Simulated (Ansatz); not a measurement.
# CoF: the cost of one run

Method: def2-QZVPP, core rule «outside noble gas», up to 10 orbitals frozen; program: Ansatz 0.2.0, Gaussian basis.

To be run: UHF; ROHF; CCSD(T) on UHF.

### 1 What is computed

The geometry is a PBE0/def2-TZVP stationary point (not a proven minimum).

2 atoms, charge 0, spin multiplicity 5.

Atoms are counted from 1 here; the program's logs count them from 0.

Bond lengths: Co1–F2 1.776 Å.

Geometry (Å):

```
Co    0.0000    0.0000    0.0000
F     0.0000    0.0000    1.7756
```

### 2 UHF

in.yaml reads:

```yaml
crystal:
  periodic: [false, false, false]
  atoms:
    - {symbol: Co, position_ang: [0.000000, 0.000000, 0.000000]}
    - {symbol: F, position_ang: [0.000000, 0.000000, 1.775600]}
basis:
  gaussian: {orbitals: "def2-QZVPP.json"}
magnetization: {spin_polarized: true, initial_magnetization: 4}
hamiltonian: {xc: hf}
output: {orbitals: {seedname: orbitals}}
```

Started as:

```console
ansatz run in.yaml --threads 1 --pin off --events-out ev --progress --plain --max-ram 4096MiB --backend cpu
```

What time and memory should one allow on 1 thread of AMD EPYC 7R13, shared host?

About 28 s, with a peak of 0.45 GiB.
